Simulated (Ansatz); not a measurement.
A run of Ansatz 0.2.0:

File input.yaml:

```yaml
crystal:
  lattice:
    - [6.839136, -3.066006, 0.0]
    - [6.839136, 3.066006, 0.0]
    - [-6.830977, 0.0, 6.847609]
  atoms:
    - { symbol: Te, position: [0.594702, 0.594702, 0.386433] }
    - { symbol: Te, position: [0.795288, 0.795288, 0.196112] }
    - { symbol: Te, position: [0.008324, 0.008324, 0.006435] }
    - { symbol: Te, position: [0.206519, 0.206519, 0.809803] }
    - { symbol: Te, position: [0.399959, 0.399959, 0.597118] }
    - { symbol: Sb, position: [0.901708, 0.901708, 0.587873] }
    - { symbol: Sb, position: [0.11187, 0.11187, 0.417352] }
    - { symbol: Ge, position: [0.284287, 0.284287, 0.18783] }
    - { symbol: Ge, position: [0.497343, 0.497343, 0.011044] }
hamiltonian:
  xc: pbe
  pseudopotentials: { kind: paw }
kpoints:
  mp_grid: { grid: [4, 4, 3] }
scf:
  occupations: { method: fermi_dirac, width: 0.05 }
output:
  forces: true
  stress: true
  eigenvalues: true
relax:
  f_tol: 0.01
  max_steps: 40
  cell: { stress_tol: 0.05, p_target: 20.0 }
```

Potentials or basis: Ansatz PAW.

Command:

```sh
$ ansatz run input.yaml --threads 4 --pin off --max-ram 11264MiB --backend cpu --events-out ev --progress --plain --runs-dir out
```

Hardware: 4 threads of Arm Neoverse V1, on a shared host.

Estimate the wall time of this run.

Wall time 3.6 min on 4 threads of Arm Neoverse V1, with other jobs on the host, peak memory 1.1 GiB. Counts: scf iterations 110, plane waves 4105, k points 17, bands 83, ion steps 16.
